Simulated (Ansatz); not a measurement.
**CH₅BO₃: up Jacob's ladder to CCSD(T)**

The task here is to estimate one member of a computed series from the others.

Program: Ansatz 0.2.0, Gaussian basis. Level of theory: functionals in def2-TZVPP, the program's frozen cores in correlated methods. These are calculated values, not measurements.

Levels to be run: LDA (SPW92), PBE-D4, revPBE-D4, BLYP-D4, r2SCAN-D4, B97M-V, PBE0-D4, B3LYP-D4, r2SCANh-D4, r2SCAN0-D4, HSE06-D4, BHLYP-D4, CAM-B3LYP-D4, LC-ωPBE, ωB97X-V, ωB97M-V, B2PLYP, PBE-QIDH; CCSD(T)/def2-SVP; CCSD(T)/def2-TZVPP; MP2/def2-QZVPP; extrapolation to the limit; RPA on PBE.

### Structure used throughout

All runs share one geometry, relaxed beforehand with PBE0-D4 in a triple-zeta def2 set.

SMILES `COB(O)O`, 10 atoms, charge 0, spin multiplicity 1.

Atoms are counted from 1 here; the program's logs count them from 0.

Bond lengths: C1–O2 1.413 Å, C1–H6 1.093 Å, C1–H7 1.093 Å, C1–H8 1.090 Å, O2–B3 1.361 Å, B3–O4 1.368 Å, B3–O5 1.366 Å, O4–H9 0.960 Å, O5–H10 0.960 Å. Angles: O2–C1–H6 111.2°, O2–C1–H7 111.2°, O2–C1–H8 107.6°, H6–C1–H7 108.5°, H6–C1–H8 109.2°, H7–C1–H8 109.2°, C1–O2–B3 120.2°, O2–B3–O4 119.6°, O2–B3–O5 120.6°, O4–B3–O5 119.8°, B3–O4–H9 111.8°, B3–O5–H10 111.8°.

The first run:

Contents of in.yaml:

```yaml
crystal:
  periodic: [false, false, false]
  atoms:
    - {symbol: C, position_ang: [-0.837032, -0.765225, -1.039947]}
    - {symbol: O, position_ang: [-0.542104, -0.509028, 0.318288]}
    - {symbol: B, position_ang: [0.435225, 0.377488, 0.651718]}
    - {symbol: O, position_ang: [0.710506, 0.616093, 1.970766]}
    - {symbol: O, position_ang: [1.141441, 1.029462, -0.318347]}
    - {symbol: H, position_ang: [-1.160027, 0.144458, -1.552927]}
    - {symbol: H, position_ang: [0.033320, -1.168188, -1.564444]}
    - {symbol: H, position_ang: [-1.643493, -1.498140, -1.069114]}
    - {symbol: H, position_ang: [0.148545, 0.099179, 2.552071]}
    - {symbol: H, position_ang: [1.796721, 1.622701, 0.054935]}
basis:
  gaussian: {orbitals: def2-TZVPP}
hamiltonian: {xc: lda}
output: {orbitals: {seedname: orbitals}}
```

Started as:

```
> ansatz run in.yaml --threads 4 --pin off --events-out ev --progress --plain --max-ram 10444MiB
```

Steps of the session up to this table: LDA; PBE-D4 (GGA); revPBE-D4 (GGA); BLYP-D4 (GGA); r2SCAN-D4 (meta-GGA); B97M-V (meta-GGA); PBE0-D4 (hybrid); B3LYP-D4 (hybrid); r2SCANh-D4 (hybrid); r2SCAN0-D4 (hybrid); HSE06-D4 (hybrid); BHLYP-D4 (hybrid); CAM-B3LYP-D4 (range-separated); LC-ωPBE (range-separated); ωB97X-V (range-separated); ωB97M-V (range-separated); B2PLYP (double hybrid); PBE-QIDH (double hybrid).

One table of the session follows, with a row left open; its other results are not shown here.

| functional | HOMO (eV) | LUMO (eV) | gap (eV) |
| --- | --- | --- | --- |
| LDA (SPW92) | -6.96 | -0.24 | 6.72 |
| PBE-D4 | ? | ? | ? |
| revPBE-D4 | -6.75 | -0.02 | 6.73 |
| BLYP-D4 | -6.73 | -0.15 | 6.58 |
| r2SCAN-D4 | -7.15 | 0.62 | 7.78 |
| B97M-V | -7.26 | 0.13 | 7.40 |
| PBE0-D4 | -8.43 | 0.75 | 9.17 |
| B3LYP-D4 | -8.18 | 0.36 | 8.55 |
| r2SCANh-D4 | -7.76 | 0.86 | 8.62 |
| r2SCAN0-D4 | -8.67 | 1.21 | 9.88 |
| HSE06-D4 | -8.02 | 0.38 | 8.40 |
| BHLYP-D4 | -10.00 | 1.31 | 11.32 |
| CAM-B3LYP-D4 | -9.92 | 1.45 | 11.36 |
| LC-ωPBE | -11.27 | 2.80 | 14.07 |
| ωB97X-V | -10.93 | 2.57 | 13.50 |
| ωB97M-V | -10.85 | 2.08 | 12.93 |

Estimate the missing values for PBE-D4.

The run gave: HOMO (eV): -6.81; LUMO (eV): -0.09; gap (eV): 6.71. In the column «HOMO (eV)» it lies between LDA (SPW92) (-6.96) and revPBE-D4 (-6.75).
